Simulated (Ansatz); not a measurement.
# B4As3N: the band gap up the ladder of functionals

An exercise on one series of results from a longer session: the logs are not shown, and one member is left open.

The runs shown are made with Ansatz 0.2.0. PAW datasets, plane waves. These are computed values for a spin-unpolarised cell that may be hypothetical; none is a measurement.

### The structure to begin with

The cell was relaxed beforehand with r2SCAN.

The symmetry is P-43m (No. 215, cubic); a = 4.515 Å in the conventional setting, 11.51 Å³ an atom. Near N stand 4 B at 1.73 Å; near B stand 1 N at 1.73 Å and 3 As at 2.04 Å; near As stand 4 B at 2.04 Å.

Coordinates:

```
N B As
1.0
     4.51548    0.00000    0.00000
     0.00000    4.51548    0.00000
     0.00000    0.00000    4.51548
N B As
1 4 3
Cartesian
  0.0000 0.0000 0.0000
  3.5150 3.5150 3.5150
  1.0005 1.0005 3.5150
  1.0005 3.5150 1.0005
  3.5150 1.0005 1.0005
  2.2577 2.2577 0.0000
  2.2577 0.0000 2.2577
  0.0000 2.2577 2.2577
```

Set-up of the first run:

Input file input.yaml:

```yaml
crystal:
  lattice:
    - [4.5154813062, 0.0, 0.0]
    - [0.0, 4.5154813062, 0.0]
    - [0.0, 0.0, 4.5154813062]
  atoms:
    - { symbol: "N", position: [0.0, 0.0, 0.0] }
    - { symbol: B, position: [0.7784266494, 0.7784266494, 0.7784266494] }
    - { symbol: As, position: [0.5, 0.5, 0.0] }
    - { symbol: B, position: [0.2215733506, 0.2215733506, 0.7784266494] }
    - { symbol: As, position: [0.5, 0.0, 0.5] }
    - { symbol: B, position: [0.2215733506, 0.7784266494, 0.2215733506] }
    - { symbol: As, position: [0.0, 0.5, 0.5] }
    - { symbol: B, position: [0.7784266494, 0.2215733506, 0.2215733506] }
kpoints:
  mp_grid: { grid: [6, 6, 6] }
  band_path:
    path:
      - [[0.0, 0.0, 0.0], [-2.643696204052e-50, 0.5, -2.425815946524e-34], [0.5, 0.5, 1.2617797231e-34], [0.0, 0.0, 0.0], [0.5, 0.5, 0.5], [-2.643696204052e-50, 0.5, -2.425815946524e-34]]
      - [[0.5, 0.5, 0.5], [0.5, 0.5, 1.2617797231e-34]]
    npoints: 10
hamiltonian:
  xc: pbe
scf:
  occupations: { method: fermi_dirac, width: 0.02 }
  n_extra_bands: 6
output:
  forces: true
  stress: true
  eigenvalues: true
  write_density: true
  write_potential: true
  elf: true
  volumetric_format: npy
```

Started as:

```sh
$ ansatz run input.yaml --threads 4 --pin off --max-ram 6451MiB --backend cpu --events-out ev --progress --plain --runs-dir out
```

Steps of the session up to this table: Band structure with PBE; r2SCAN at the same geometry; HSE06; Single point with PBE+SOC; PBE0 at the same geometry.

One table of the session follows, with a row left open; its other results are not shown here.

| level | gap (eV) |
| --- | --- |
| PBE | 0.24 |
| r2SCAN | 0.30 |
| HSE06 | 0.96 |
| PBE+SOC | ? |
| PBE0 | 1.65 |

**Question.** Estimate the row for PBE+SOC.

**Answer.** gap (eV): 0.17. In the column «gap (eV)» it is the lowest.

Meshes: PBE 6×6×6, r2SCAN 6×6×6, HSE06 4×4×4, PBE+SOC 6×6×6, PBE0 4×4×4

PBE+SOC gives the least gap, 0.17 eV, and PBE0 the largest, 1.65 eV. PBE reaches 25 % of the HSE06 value, and r2SCAN 32 %. PBE0 lies 0.69 eV above HSE06, which differs from it by screening the long-range exchange.

Limits of these values: Warnings in the runs' records: stress scf threshold loose, stress exchange threshold loose.
